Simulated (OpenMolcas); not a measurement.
# Tc⁴⁺ among point charges: CASSCF and CASPT2 levels and susceptibility

How does a field of 5 point charges split the states of Tc⁴⁺, and what χT follows?

Program: OpenMolcas 26.06. Level of theory: state-averaged CASSCF and CASPT2, spin-orbit coupling by RASSI with atomic mean-field integrals. These are calculated values, not measurements, unless marked.

**1. The atom as given**

- Species: Tc⁴⁺ (technetium, Z = 43, 39 electrons)
- Basis: ANO-RCC-VDZP [6s5p3d1f], 43 functions
- Scalar Hamiltonian: DKH2, point nucleus
- Inactive shells: 1s 2s 2p 3s 3p 3d 4s 4p
- Active space: 3 electrons in 5 orbitals (4d)
- Some configurations of this space: 4d3
- Orbitals: optimised for each spin and parity, averaged over all roots

The outer shells:

4d3
```
4d [↑ ][↑ ][↑ ][  ][  ]
```

The ion sits among 5 point charges of -1 e arranged as a square pyramid (C4v), 2.22 Å from the ion, with the axial distance 1.909 Å.

The work runs as a chain of OpenMolcas steps in one folder; each step below is one input file. Labels, J, g values, rates, χT and fits are worked out afterwards by a script from the matrices that RASSI stores.

**2. Basis and integrals**

a.inp

```
&GATEWAY
Coord
1

Tc 0.0 0.0 0.0
Basis=ANO-RCC-VDZP
Group=NoSym
NoMove
AngMom=0.0 0.0 0.0
AMFI
XField
5 Angstrom 0
2.220000 0.000000 0.000000 -1.000000
0.000000 2.220000 0.000000 -1.000000
-2.220000 0.000000 0.000000 -1.000000
0.000000 -2.220000 0.000000 -1.000000
0.000000 0.000000 1.909200 -1.000000
&SEWARD
```

**3. CASSCF: quartets, 10 roots**

a.inp

```
&RASSCF
FileOrb=start.orb
Symmetry=1
Spin=4
nActEl=3 0 0
Inactive=18
Ras2=5
CIRoot=10 10 1
SDav=10
CIMx=300
Iter=120 100
PrWF=0.3
OrbListing=Nothing
MaxOrb=0
>>> COPY $Project.JobIph JOB001
```

start.orb holds the contracted functions of the basis, ordered by shell, or the orbitals of the step before.

**4. CASSCF: doublets, 40 roots**

a.inp

```
&RASSCF
FileOrb=start.orb
Symmetry=1
Spin=2
nActEl=3 0 0
Inactive=18
Ras2=5
CIRoot=40 40 1
SDav=40
CIMx=300
Iter=120 100
PrWF=0.3
OrbListing=Nothing
MaxOrb=0
>>> COPY $Project.JobIph JOB002
```

**5. RASSI: spin-orbit coupling between the states**

a.inp

```
&RASSI
NrOfJobIphs=2 10 40
1 2 3 4 5 6 7 8 9 10
1 2 3 4 5 6 7 8 9 10 11 12 13 14 15 16 17 18 19 20 21 22 23 24 25 26 27
28 29 30 31 32 33 34 35 36 37 38 39 40
IphNames
JOB001
JOB002
EJob
SpinOrbit
DIPRint=1.0
SOCoupling=1000.0
Subsets=2
Property=9
'ANGMOM' 1 'ANGMOM' 2 'ANGMOM' 3 'MLTPL  1' 1 'MLTPL  1' 2 'MLTPL  1' 3
'AMFI' 1 'AMFI' 2 'AMFI' 3
SOProperty=3
'ANGMOM' 1 'ANGMOM' 2 'ANGMOM' 3
```

**6. CASPT2: IPEA 0.25, imaginary shift 0.1 (closed shells correlated: 4s 4p)**

a.inp

```
>>> COPY JOB001 $Project.JobIph
&CASPT2
Multistate=10 1 2 3 4 5 6 7 8 9 10
NoMult
Frozen=14
IPEA=0.25
Imaginary=0.1
MaxIter=60
WThr=0.0 0.3 0.05
PrWF=0.5
NoMix
>>> COPY JOB002 $Project.JobIph
&CASPT2
Multistate=40 1 2 3 4 5 6 7 8 9 10 11 12 13 14 15 16 17 18 19 20 21 22
23 24 25 26 27 28 29 30 31 32 33 34 35 36 37 38 39 40
NoMult
Frozen=14
IPEA=0.25
Imaginary=0.1
MaxIter=60
WThr=0.0 0.3 0.05
PrWF=0.5
NoMix
```

(Steps that only read results are left out.)

Before running it: what results should come out? Wanted: spin-free ground state; first state of the same spin within the active space; lowest level; next level.

**Answer**, as computed:

| quantity | value |
| --- | --- |
| method | SS-CASPT2, IPEA 0.25, imaginary shift 0.1 (closed shells correlated: 4s 4p) |
| spin-free ground state | quartet, 1-fold in its orbital part |
| first state of the same spin within the active space | quartet at 1950 cm⁻¹ |
| lowest level | 2-fold, g = 0.80, 1.99, 1.99 |
| next level | 172.4 cm⁻¹ |
| χT at 300 K | 0.53 cm³ K/mol |
| effective moment at 300 K | 2.06 μB |

Cost by method:

```
                                              method  time of its own steps  time with the reference
                                           A. CASSCF                  8.7 s                    8.7 s
B. SS-CASPT2, IPEA 0.25, imaginary shift 0.1, +4s 4p                  3.8 s                     12 s
```

Times are of one thread on a shared host.

What this shows: The spin-free ground state (quartet) comes to 100 % from free-ion F terms and keeps the highest spin of the shell. χT at 300 K is 0.53, against 1.88 cm³ K/mol for the spin alone, so spin-orbit coupling lowers it. The field of point charges can differ much from that of real complexes. This is an electrostatic model: the charges have no orbitals.
